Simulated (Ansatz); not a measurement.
# CuF: a single-point run

Wanted: a converged single-point run for CuF, and a check of what comes out. The structure is shown as the input types it. The cell is built on a prototype (h-MgO type) and needn't be the phase found in nature.

Computed with Ansatz 0.2.0 (density functional or hybrid calculation with the settings of its input, plane waves (as first typed), unless a step's input says otherwise).

4 further runs of the same task are left out: 1 for a known fault of the program, 3 that didn't finish.

## 1. The starting structure

The structure is hexagonal, space group P6_3/mmc (No. 194). Conventional cell: a = 3.509 Å, b = 3.509 Å, c = 5.083 Å, α = 90.00°, β = 90.00°, γ = 120.00°. Around Cu (site symmetry -6m2) lie 3 F at 2.03 Å. Around F (site symmetry -6m2) lie 3 Cu at 2.03 Å.

Coordinates:

```xyz
4
Lattice="3.5087 0.0000 0.0000 -1.7543 3.0386 0.0000 0.0000 0.0000 5.0825" Properties=species:S:1:pos:R:3 pbc="T T T"
Cu    0.0000    2.0257    1.2706
Cu    1.7543    1.0129    3.8119
F     1.7543    1.0129    1.2706
F     0.0000    2.0257    3.8119
```

## 2. Input and run

input.yaml

```yaml
crystal:
  lattice:
    - [3.5086571495, 0.0, 0.0]
    - [-1.7543285748, 3.0385862246, 0.0]
    - [0.0, 0.0, 5.082519893]
  atoms:
    - { symbol: Cu, position: [0.3333333333, 0.6666666667, 0.25] }
    - { symbol: Cu, position: [0.6666666667, 0.3333333333, 0.75] }
    - { symbol: F, position: [0.6666666667, 0.3333333333, 0.25] }
    - { symbol: F, position: [0.3333333333, 0.6666666667, 0.75] }
kpoints:
  mp_grid: { grid: [6, 6, 4] }
hamiltonian:
  xc: pbe
scf:
  occupations: { method: methfessel_paxton, width: 1.5 }
  n_extra_bands: 5
output:
  forces: true
  stress: true
  eigenvalues: true
```

Run with:

```bash
ansatz run input.yaml --threads 4 --pin off --max-ram 3686MiB --backend cpu --events-out ev --progress --plain --runs-dir out
```

The program printed (excerpt; [...] marks lines left out):

```text
Warning: RAYON_NUM_THREADS=4 ignored (pool sized by the plan → 4); use --threads N
scf.n_extra_bands = 5 over 26 filled bands (N_el = 52.0): the run solves 31 bands
[...]
Pseudopotentials: kind: paw
Pseudopotential: Cu, paw, valence charge 19, recommended cutoff 420 eV (normal), Cu.paw.azcp
Pseudopotential: F, paw, valence charge 7, recommended cutoff 420 eV (normal), F.paw.azcp
Functional definition: PBE
[...]
Crystal: 4 atoms, lattice volume = 54.187 Å³
Basis set: ecut = 420 eV, 1043 PW (Γ), exchange–correlation on 48×48×72 points (8 copies of the dense FFT grid, shifted against one another)
Bands: 31, of which v1, the nominal top of the filled ones, is band 26 counted from 1 (25 counted from 0)
Symmetry: 24 space group operations
Space group: P63/mmc (ITA 194), of the structure as read, at distance tolerance 3.8e-5 Å
k-points: 21 of 144
[...]
SCF iter   1: F=—  HF=-14863.976668 eV  |F-HF|=—  |Δ(HF+E_count)|=         —  Δρ=1.72e-2  dr2=8.99e-2  ethr=1.77e-3  ⟨swp⟩=4.7  Hψ=2210  notcnv=0
[...]
SCF iter   8: F=-14863.953265 eV  HF=-14863.953265 eV  |F-HF|=2.64e-9  |Δ(HF+E_count)|=   4.17e-8  S|Δr|=    0.00e0  Δρ=6.37e-6  dr2=1.02e-8  ethr=1.92e-10  ⟨swp⟩=2.8  Hψ=2232  notcnv=0
[...]
SCF converged after 8 iterations
Stability not checked: this state was not tested for a lower state beside it, because cold or Methfessel-Paxton smearing, or corrected tetrahedra, fill the levels in a way that the test cannot read (fill_not_monotonic; see scf.lower_state_search)
Free energy (F): -14863.953265 eV
[...]
E sigma→0 (E₀):  -14864.124859 eV
Entropy (-TS):   0.686376 eV (171.594 meV/atom)
Fermi energy:    8.537855 eV
[...]
--- Forces (eV/Å), atoms counted from 1 ---
  atom   1  Cu     0.00000000     0.00000000     0.00000000
  atom   2  Cu    -0.00000000    -0.00000000    -0.00000000
  atom   3  F      0.00000000     0.00000000     0.00000000
  atom   4  F      0.00000000    -0.00000000    -0.00000000
[...]
--- Stress (GPa, compression-positive) ---
        4.105178      -0.000000       0.000000
        0.000000       4.105178       0.000000
        0.000000       0.000000       3.180704
  P = ⅓ Tr σ = 3.7970 GPa (37.970 kbar)
--- Band table (eV; the first three rows and the last of 21) ---
[...]
```

It took 1.4 s on 4 threads of an Arm CPU, shared host; peak memory 0.36 GiB.

## 3. A second look at the input

This run ends as converged. That alone doesn't make the input a sound one.

In the input, scf.occupations.method is methfessel_paxton; scf.occupations.width is 1.5. A smearing of this width stands for electrons at many thousands of kelvin; it empties bonding states and fills antibonding ones.

The test: set scf.occupations.method to fermi_dirac and scf.occupations.width to 0.02.

## 4. Second run, to compare

Changes to input.yaml since step 2:

```diff
@@ -15,3 +15,3 @@
 scf:
-  occupations: { method: methfessel_paxton, width: 1.5 }
+  occupations: { method: fermi_dirac, width: 0.02 }
   n_extra_bands: 5
```

Run with:

```bash
ansatz run input.yaml --threads 4 --pin off --max-ram 3686MiB --backend cpu --events-out ev --progress --plain --runs-dir out
```

Excerpt of the output:

```text
[...]
Basis set: ecut = 420 eV, 1043 PW (Γ), exchange–correlation on 48×48×72 points (8 copies of the dense FFT grid, shifted against one another)
[...]
k-points: 21 of 144
[...]
SCF iter   1: F=—  HF=-14864.578659 eV  |F-HF|=—  |Δ(HF+E_count)|=         —  Δρ=4.89e-3  dr2=8.03e-3  ethr=1.77e-3  ⟨swp⟩=5.0  Hψ=2392  notcnv=0
preconditioner: auto → LDOS  [metal: Δε(μ)=0.007 eV  Ē_g=11.183 eV  σ=0.020 eV  W_gap=0.09  n_scr=22 (ndim 8)  ℏωp=30.3 eV  f_vac=0.158  D(μ)=3.67/eV (n_scr^D=34)  β→1.0]
SCF iter   2: F=—  HF=-14864.580023 eV  |F-HF|=—  |Δ(HF+E_count)|=   1.36e-3  Δρ=5.39e-3  dr2=8.28e-3  ethr=1.54e-5  ⟨swp⟩=2.0  Hψ=1286  notcnv=0  defer=16
[...]
SCF iter   7: F=—  HF=-14864.577500 eV  |F-HF|=—  |Δ(HF+E_count)|=   6.44e-9  Δρ=2.54e-5  dr2=2.40e-7  ethr=3.59e-9  ⟨swp⟩=1.7  Hψ=802  notcnv=0  defer=16
SCF iter   8: F=-14864.577500 eV  HF=-14864.577500 eV  |F-HF|=6.17e-9  |Δ(HF+E_count)|=   6.24e-9  Δρ=5.51e-6  dr2=1.30e-8  ethr=1.92e-10  ⟨swp⟩=6.3  Hψ=2376  notcnv=0
[...]
SCF converged after 8 iterations
Free energy (F): -14864.577500 eV
[...]
E sigma→0 (E₀):  -14864.575344 eV
[...]
Fermi energy:    8.214915 eV
[...]
  P = ⅓ Tr σ = 4.4204 GPa (44.204 kbar)
[...]
```

Wall time 1.2 s (4 threads of an Arm CPU, shared host); peak memory 0.36 GiB.

```
       run     ending          energy change  pressure (GPa)  gap (eV)  force (eV/Å)  cycles   time
 first try  converged  +112.6 meV/atom (σ→0)             3.8      0.00          0.00       8  1.4 s
second try  converged                      0             4.4      0.00          0.00       8  1.2 s
```

## 5. Results

| quantity | value |
| --- | --- |
| first try | converged, 8 SCF cycles |
| fault in the input | smearing far too wide |
| second try | converged, 8 SCF cycles |
| energy (zero set by the potentials) | -14864.5775 eV |
| pressure | 4.42 GPa |
| gap on the mesh | none (metal on this mesh) |
| largest force | 0.000 eV/Å |

In words: Both runs converge, but the first lies +112.6 meV/atom from the second (σ→0 energies, a poor extrapolation at such a width); on mending, the pressure goes from 3.8 to 4.4 GPa. The second, on usual settings, is the one to trust of the two, though its own convergence isn't tested here.
